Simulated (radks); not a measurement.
# Pd³⁷⁺ in [He] 2s2 2p5: an all-electron calculation

An exercise on one series of results from a longer session: the logs are not shown, and one member is left open.

Program: radks (a radial shooting solver on a logarithmic mesh, Libxc functionals) version 1. Level of theory: Dirac Kohn-Sham, RPBE, spin-unpolarised, spherical densities, finite nucleus; open shells fill j = l - 1/2 first. These are calculated values, not measurements, unless marked.

## The system

| Property | Result |
| --- | --- |
| element | palladium (Z = 46) |
| charge | +37 |
| electrons | 9 |
| configuration | [He] 2s2 2p5 |
| nuclear rms radius | 4.5318 fm |

Set-up of the first run:

The run's settings:

```text
Z 46
configuration [He] 2s2 2p5 3s0 3p0
relativity Dirac
functional rpbe,pbe
spin unpolarised
j_filling energy
nucleus finite rms 4.5318 fm
c 137.035999084
```

One table of the session follows, with a row left open; its other results are not shown here.

It belongs to the step «Shells». Radial moments (bohr):

```
level      <r>  outermost maximum (interpolated)  90 % within  nodes
1s1/2  0.03180                            0.0206       0.0570      0
2s1/2   0.1342                             0.115        0.207      1
2p1/2   0.1134                            0.0888        0.185      0
2p3/2   0.1180                            0.0928        0.191      0
3s1/2   0.3193                             0.305        0.462      2
3p1/2   0.3026                             0.287        0.447      1
3p3/2        ?                                 ?            ?      ?
```

Estimate the missing values for 3p3/2.

As computed: <r>: 0.3092; outermost maximum (interpolated): 0.294; 90 % within: 0.456; nodes: 1. In the column «<r>» it lies between 3p1/2 (0.3026) and 3s1/2 (0.3193).

Caveats from the session: Spin polarisation and multiplet splitting are left out.
